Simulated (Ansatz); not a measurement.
# BGeHF (quartet): from Hartree-Fock to the top rungs, cc-pVDZ

The task here is to estimate one member of a computed series from the others.

Method: cc-pVDZ, core rule «outside noble gas», up to 16 orbitals frozen; program: Ansatz 0.2.0, Gaussian basis.

Plan: UHF; CCSD(T) on ROHF; CCSD(T) on UHF; BCCD(T) on ROHF; CISD; CCSDT(Q) on ROHF; CCSDT(Q) on UHF.

24 further runs of the same task are left out: 1 for a mislabelled method, 10 that didn't finish, 13 set aside as unsound or not needed.

## The system

The geometry is a PBE0/def2-TZVP stationary point (not a proven minimum) of the parent state, kept for this charge and spin. No spin-orbit coupling is included. The filled d shell of Ge may be among the frozen orbitals whatever the setting's name suggests; the logs give the count.

4 atoms, charge 0, spin multiplicity 4.

Atoms are counted from 1 here; the program's logs count them from 0.

Bond lengths: F1–B2 1.300 Å, B2–Ge3 1.934 Å, B2–H4 1.371 Å, Ge3–H4 1.864 Å. Angles: F1–B2–Ge3 176.3°, F1–B2–H4 117.6°, Ge3–B2–H4 66.2°, B2–Ge3–H4 42.3°, B2–H4–Ge3 71.6°.

As a file:

```xyz
4
BFGeH
F     0.0000   -0.3534    1.6002
B     0.0000   -0.2880    0.3018
Ge    0.0000   -0.3161   -1.6315
H     0.0000    0.9575   -0.2705
```

Set-up of the first run:

File in.yaml:

```yaml
crystal:
  periodic: [false, false, false]
  atoms:
    - {symbol: F, position_ang: [0.000012, -0.353366, 1.600203]}
    - {symbol: B, position_ang: [-0.000026, -0.288012, 0.301824]}
    - {symbol: Ge, position_ang: [0.000005, -0.316084, -1.631542]}
    - {symbol: H, position_ang: [0.000009, 0.957462, -0.270485]}
basis:
  gaussian: {orbitals: cc-pVDZ}
magnetization: {spin_polarized: true, initial_magnetization: 3}
hamiltonian: {xc: hf}
output: {orbitals: {seedname: orbitals}}
```

Run with:

```
ansatz run in.yaml --threads 1 --pin off --events-out ev --progress --plain --max-ram 2393MiB
```

Among the steps run: UHF; CCSD(T) on ROHF; CCSD(T) on UHF; BCCD(T) on ROHF; CISD; CCSDT(Q) on ROHF; CCSDT(Q) on UHF.

One table of the session follows, with a row left open; its other results are not shown here.

| method | from UCCSDT(Q) (kJ/mol) |
| --- | --- |
| ROHF | +951.4 |
| UHF | ? |
| RMP2 | +95.6 |
| UMP2 | +97.5 |
| RCCSD | +32.0 |
| UCCSD | +30.9 |
| RCCSD(T) | +6.5 |
| UCCSD(T) | +5.6 |
| BCCD(T) | +6.0 |
| RCCSDT | +3.0 |
| UCCSDT | +2.1 |
| RCCSDT(Q) | +1.3 |
| UCCSDT(Q) | 0 |

Q: Estimate the row for UHF from the others.

**Answer.** from UCCSDT(Q) (kJ/mol): +940.1. In the column «from UCCSDT(Q) (kJ/mol)» it lies between UMP2 (+97.5) and ROHF (+951.4).

Not comparable, so not listed: CISD (they don't share determinant, frozen orbitals or solution with the rows shown, or repeat one).

To keep in mind: Restricted and unrestricted rows rest on different reference determinants; where their highest levels disagree by more than a few hundredths of an eV, they describe different states and don't form one ladder.
